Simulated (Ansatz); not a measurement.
# SiH3F with TiF4: structure and interaction energy

How do SiH3F and TiF4 sit together, how strongly do they interact, and which methods get it right?

The runs use Ansatz 0.2.0, Gaussian basis; PBE0-D4 structure, single points in def2-TZVPPD.

Levels: PBE-D4, revPBE-D4, BLYP-D4, r2SCAN-D4, B97M-V, PBE0-D4, B3LYP-D4, HSE06-D4, wB97X-V, wB97M-V, B2PLYP, Hartree-Fock, MP2, CCSD, CCSD(T). The reference is CCSD(T) extrapolated to the basis limit. For elements past Ar these valence bases correlate outer-core shells poorly and lack relativity, so that limit is rough.

Cores are frozen in the correlated methods. B3LYP uses VWN-RPA correlation. B2PLYP carries no dispersion term here.

122 further runs of the same task are left out: 122 set aside as unsound or not needed.

### 1 Starting geometry

The pair, from a GFN2-xTB docking trial: 10 atoms, charge 0, spin multiplicity 1.

Atoms are counted from 1 here; the program's logs count them from 0.

Bond lengths: Si1–F2 1.675 Å, Si1–H3 1.462 Å, Si1–H4 1.458 Å, Si1–H5 1.459 Å, F2–Ti7 2.158 Å, F6–Ti7 1.704 Å, Ti7–F8 1.717 Å, Ti7–F9 1.713 Å, Ti7–F10 1.704 Å. Angles: F2–Si1–H3 104.8°, F2–Si1–H4 99.4°, F2–Si1–H5 101.6°, H3–Si1–H4 115.5°, H3–Si1–H5 116.8°, H4–Si1–H5 115.2°, Si1–F2–Ti7 127.0°, F2–Ti7–F6 176.6°, F2–Ti7–F8 79.3°, F2–Ti7–F9 79.6°, F2–Ti7–F10 81.5°, F6–Ti7–F8 98.6°, F6–Ti7–F9 99.1°, F6–Ti7–F10 101.9°, F8–Ti7–F9 116.0°, F8–Ti7–F10 116.9°, F9–Ti7–F10 118.4°.

As a file:

```csv
atom,x (Å),y (Å),z (Å)
Si1,0.17430,-0.14530,-1.83880
F2,-0.69830,0.35830,-0.50010
H3,1.57220,-0.09040,-1.41440
H4,-0.23440,0.88220,-2.78920
H5,-0.38950,-1.47040,-2.07460
F6,0.37790,-0.09670,3.17900
Ti7,-0.14710,0.12400,1.57300
F8,0.17610,-1.45400,0.97720
F9,0.95250,1.34820,1.09570
F10,-1.78370,0.54400,1.79210
```

Atoms 1 to 5 are fragment A (SiH3F), the rest fragment B (TiF4).

### 2 A first relaxation in a small basis

Contents of pre/in.yaml:

```yaml
crystal:
  periodic: [false, false, false]
  atoms:
    - {symbol: Si, position_ang: [0.174300, -0.145300, -1.838800]}
    - {symbol: F, position_ang: [-0.698300, 0.358300, -0.500100]}
    - {symbol: H, position_ang: [1.572200, -0.090400, -1.414400]}
    - {symbol: H, position_ang: [-0.234400, 0.882200, -2.789200]}
    - {symbol: H, position_ang: [-0.389500, -1.470400, -2.074600]}
    - {symbol: F, position_ang: [0.377900, -0.096700, 3.179000]}
    - {symbol: Ti, position_ang: [-0.147100, 0.124000, 1.573000]}
    - {symbol: F, position_ang: [0.176100, -1.454000, 0.977200]}
    - {symbol: F, position_ang: [0.952500, 1.348200, 1.095700]}
    - {symbol: F, position_ang: [-1.783700, 0.544000, 1.792100]}
basis:
  gaussian: {orbitals: def2-SVP}
hamiltonian: {xc: pbe, dispersion: d4}
relax: {f_tol: 0.03, max_steps: 250}
```

Run with:

```sh
ansatz run in.yaml --threads 2 --pin off --events-out ev --progress --plain --max-ram 22528MiB --backend cpu
```

After this run come: Relaxation at PBE0-D4; PBE-D4/def2-TZVPPD; r2SCAN-D4/def2-TZVPPD; PBE0-D4/def2-TZVPPD; B3LYP-D4/def2-TZVPPD; wB97X-V/def2-TZVPPD; wB97M-V/def2-TZVPPD; B2PLYP/def2-TZVPPD; BLYP-D4/def2-TZVPPD; revPBE-D4/def2-TZVPPD; B97M-V/def2-TZVPPD; HSE06-D4/def2-TZVPPD; CCSD(T)/def2-TZVPPD; MP2/def2-QZVPPD; Hartree-Fock/STO-3G; PBE-D4/STO-3G; B3LYP-D4/6-31G; SPW92/def2-SVP; PBE-D4/def2-SVP; PBE0-D4/def2-SVP; wB97M-V/def2-SVP; CCSD(T)/def2-SVP; Vibrations of the pair.

Q: Predict the outcome of this session. Wanted: interaction energy, CCSD(T)/CBS; of it Hartree-Fock; D4 term of PBE0-D4; shortest contact; lowest wavenumber.

The runs gave:

```
                        quantity          value
 interaction energy, CCSD(T)/CBS  -34.17 kJ/mol
of it Hartree-Fock (basis limit)  -27.52 kJ/mol
              D4 term of PBE0-D4   -7.26 kJ/mol
                shortest contact  F2–Ti7 2.51 Å
               lowest wavenumber        18 cm⁻¹
```

What this shows: The pair is bound by 34.17 kJ/mol at fixed fragment shapes. Hartree-Fock gives 81 % of it, so electrostatics, induction and charge transfer lead. Among the functionals B97M-V lands nearest to CCSD(T)/CBS (+0.01 kJ/mol) and revPBE-D4 farthest (+13.11 kJ/mol). By rung, the mean size of the error is: GGA 9.94, meta-GGA 0.30, hybrid 2.72, screened hybrid 3.69, range-separated hybrid 0.57, double hybrid 10.40 kJ/mol. PBE-D4 gives an interaction energy 8.60 kJ/mol too high, an error of 25 % of the reference. CCSD(T) moves by -3.54 kJ/mol from triple zeta to the limit; gaps between functionals far smaller than that don't rank them. A lower arrangement may exist.
